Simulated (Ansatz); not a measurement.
# CH3BTe: the cost of one run

Program: Ansatz 0.2.0. Level of theory: RKS PBE0/def2-SVP. These are calculated values, not measurements.

## (1) The structure to begin with

Bond lengths: B1–C2 1.563 Å, B1–Te3 2.258 Å, C2–Te3 2.009 Å, B1–H4 1.161 Å, C2–H5 1.120 Å, C2–H6 1.116 Å. Angles: B1–C2–Te3 77.3°, B1–C2–H5 112.2°, B1–C2–H6 114.9°, Te3–C2–H5 114.9°, Te3–C2–H6 115.5°, H5–C2–H6 116.1°, C2–B1–Te3 60.2°, C2–B1–H4 145.8°, Te3–B1–H4 154.0°, B1–Te3–C2 42.5°.

As a file:

```xyz
6

B    -0.5389   -0.6089   -0.5257
C     0.2622    0.4708    0.2717
Te    1.1589   -1.2397    0.8234
H    -1.3944   -0.8032   -1.2867
H     0.8715    1.1275   -0.4006
H    -0.3172    0.9895    1.0717
```

## (2) Preparing the start

The input, input.yaml:

```yaml
crystal:
  periodic: [false, false, false]
  atoms:
    - { symbol: B, position_ang: [-0.5389, -0.6089, -0.5257] }
    - { symbol: C, position_ang: [0.2622, 0.4708, 0.2717] }
    - { symbol: Te, position_ang: [1.1589, -1.2397, 0.8234] }
    - { symbol: H, position_ang: [-1.3944, -0.8032, -1.2867] }
    - { symbol: H, position_ang: [0.8715, 1.1275, -0.4006] }
    - { symbol: H, position_ang: [-0.3172, 0.9895, 1.0717] }
basis:
  gaussian: { orbitals: def2-SVP }
hamiltonian:
  xc: pbe0
relax:
  f_tol: 0.02
  max_steps: 40
scf:
  lower_state_search: "off"
output:
  orbitals: {}
```

Launch:

```sh
ansatz run input.yaml --threads 1 --pin off --max-ram 2048MiB --backend cpu --events-out ev --progress --plain --runs-dir out
```

**Question.** How long does this run take on 1 thread of Intel Xeon 6975P-C (Granite Rapids), shared host, and how much memory does it need?

About 10 s, with a peak of 0.14 GiB.
